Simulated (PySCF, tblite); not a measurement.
# C₉H₁₄Si: geometry, infrared bands and NMR shifts

What infrared bands and NMR shifts should C₉H₁₄Si (`C1=C(C2CC2)[C@H]2C[C@H](C2)[SiH2]1`) show?

The runs use tblite 0.8.0 and PySCF 2.14.0, with density-fitted response routines of our own; the level of theory stands in each step. All values are computed, except where a source is named. Atoms count from 0, in the outputs and in this text.

### Step 1. The starting structure

24 atoms, charge 0, multiplicity 1; geometry from: force field or distance geometry start.

Bonds of the start (Å): C0–C1 1.36, C1–C2 1.45, C2–C3 1.51, C3–C4 1.51, C1–C5 1.53, C5–C6 1.56, C6–C7 1.56, C7–C8 1.55, C7–Si9 2.02, Si9–C0 1.85, C4–C2 1.52, C8–C5 1.57, C0–H10 1.09, C2–H11 1.09, C3–H12 1.07, C3–H13 1.09, C4–H14 1.09, C4–H15 1.09, C5–H16 1.10, C6–H17 1.10, C6–H18 1.10, C7–H19 1.09, C8–H20 1.09, C8–H21 1.10, Si9–H22 1.49, Si9–H23 1.49.

### Step 2. Relaxing the molecule with GFN2-xTB

What the job is given:

```
{"job": {"kind": "relax", "xc": "GFN2-xTB", "basis": "xTB"}, "charge": 0, "multiplicity": 1}
C      0.188800    -0.736300    -1.245700
C     -0.343100     0.208700    -0.429600
C     -1.622700     0.867600    -0.636000
C     -2.862600     0.052100    -0.928700
C     -2.714000     0.730900     0.410600
C      0.456300     0.651200     0.797500
C      1.016400    -0.503400     1.691800
C      2.274000    -0.506200     0.767000
C      1.968100     0.999000     0.530500
Si     1.825200    -1.532500    -0.918900
H     -0.341900    -1.071500    -2.135300
H     -1.559300     1.825400    -1.145400
H     -3.590800     0.443400    -1.612300
H     -2.778600    -1.037300    -0.937700
H     -3.339900     1.605400     0.602600
H     -2.532900     0.113800     1.285900
H     -0.065800     1.431600     1.369200
H      1.240600    -0.199300     2.723500
H      0.418300    -1.419100     1.760600
H      3.239100    -0.792400     1.187400
H      2.205700     1.435800    -0.443800
H      2.402600     1.658300     1.295400
H      2.815000    -1.216600    -1.982000
H      1.689600    -2.989100    -0.643100
```

Started as:

```console
$ OMP_NUM_THREADS=1 python probes_run.py task.json out
```

This one command runs all jobs of the session in turn.

**Question.** This job is followed by: GFN2-xTB harmonic vibrations, gas phase; GIAO PBE0/pcSseg-1 NMR shielding, non-relativistic, gas phase. What will the session give for the following? strongest single infrared mode (GFN2-xTB); zero-point energy (GFN2-xTB); 13C shifts against TMS (PBE0/pcSseg-1, means over atoms taken as alike); 1H shifts against TMS (PBE0/pcSseg-1, means over atoms taken as alike); 29Si shifts against TMS (PBE0/pcSseg-1).

**Answer**, as computed:

| quantity | value |
| --- | --- |
| strongest single infrared mode (GFN2-xTB) | 2215 cm⁻¹, 500 km/mol |
| zero-point energy (GFN2-xTB) | 125.5 kcal/mol |
| 13C shifts against TMS (PBE0/pcSseg-1, means over atoms taken as alike) | 189.3, 100.7, 45.5, 37.2, 21.3, 17.0, 16.7 ppm |
| 1H shifts against TMS (PBE0/pcSseg-1, means over atoms taken as alike) | 4.68, 4.53, 2.69, 2.61, 1.81, 1.76, 1.09, 0.92, 0.57 ppm |
| 29Si shifts against TMS (PBE0/pcSseg-1) | -44.6 ppm |

What this shows: Relaxing lowered the energy by 0.410 eV in 189 steps; the close pair that moved most is C7–Si9, from 2.024 to 1.897 Å. All 66 modes are real, so the xTB geometry is a minimum. The strongest single mode, at 2215 cm⁻¹, moves mainly H22 and H23. Unscaled tight-binding wavenumbers are off by several per cent, some by more. Its intensities can rank the bands wrongly. The most deshielded hydrogen is H10 (hydrogen on an alkene CH), at 4.68 ppm: olefinic region. At PBE0/pcSseg-1: The widest tensor belongs to C1: span 267 ppm, with a paramagnetic part of -255 ppm.
